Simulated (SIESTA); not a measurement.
ScAlN2:

```
CELL_PARAMETERS angstrom
-2.19948 2.19948 4.19862
2.19948 -2.19948 4.19862
2.19948 2.19948 -4.19862
ATOMIC_POSITIONS crystal
Sc 0.00000 0.00000 0.00000
Sc 0.75000 0.25000 0.50000
Al 0.50000 0.50000 0.00000
Al 0.25000 0.75000 0.50000
N 0.73751 0.73751 0.00000
N 0.01249 0.51249 0.50000
N 0.26249 0.26249 0.00000
N 0.48751 0.98751 0.50000
```

The cell comes from a database or a generator and needn't be the stable form of this composition.

- Program: SIESTA 5.4.2
- Task: single point
- Functional: PBEsol
- Potentials or basis: PseudoDojo 0.4 standard (PBEsol files)
- Basis: DZP (energy shift 0.003 Ry; two zetas on semicore shells)
- Grid cutoff: 800 Ry
- Energy shift: 0.003 Ry
- k mesh: 9 × 9 × 9
- Occupations: fermi-dirac, width 0.05 eV
- Spin: no spin polarisation

On this cell: pressure -4.4 GPa; largest force 0.182 eV/Å; band gap on the k mesh 0.86 eV, indirect (least direct gap 0.89 eV).

The same run follows on a disturbed copy (atoms moved at random, drawn with an rms of 0.05 Å):

```
Sc Al N
1.0
    -2.19948    2.19948    4.19862
     2.19948   -2.19948    4.19862
     2.19948    2.19948   -4.19862
Sc Al N
2 2 4
Cartesian
  -0.0533 -0.0003 -0.0385
  -0.0029 2.1930 2.0769
  -0.0206 -0.0470 4.1882
  2.1764 0.0065 2.1261
  -0.0204 0.0137 6.2172
  2.1665 -0.0454 0.0731
  -0.0365 0.0134 2.2018
  2.1918 0.0161 4.1420
```

Q: What changes?

A: The energy moves by +9.7 meV/atom; pressure -4.2 GPa; largest force 0.771 eV/Å; band gap on the k mesh 0.96 eV, direct.

Forces on the atoms (eV/Å):
```
Sc   0.397 -0.075  0.602
Sc  -0.336  0.086  0.200
Al  -0.142  0.434  0.201
Al   0.077 -0.121 -0.471
N   -0.011 -0.198 -0.258
N    0.079  0.560  0.441
N    0.119 -0.264 -0.096
N   -0.181 -0.421 -0.620
```

Stress tensor (GPa, compression positive):
```
-5.03 -0.04  0.38
-0.04 -5.12  0.11
 0.38  0.11 -2.30
```

Caveats: an odd mesh through Γ misses points on the zone boundary, where band edges often lie; the basis of atomic orbitals isn't converged, which shifts pressures, moduli and gaps.
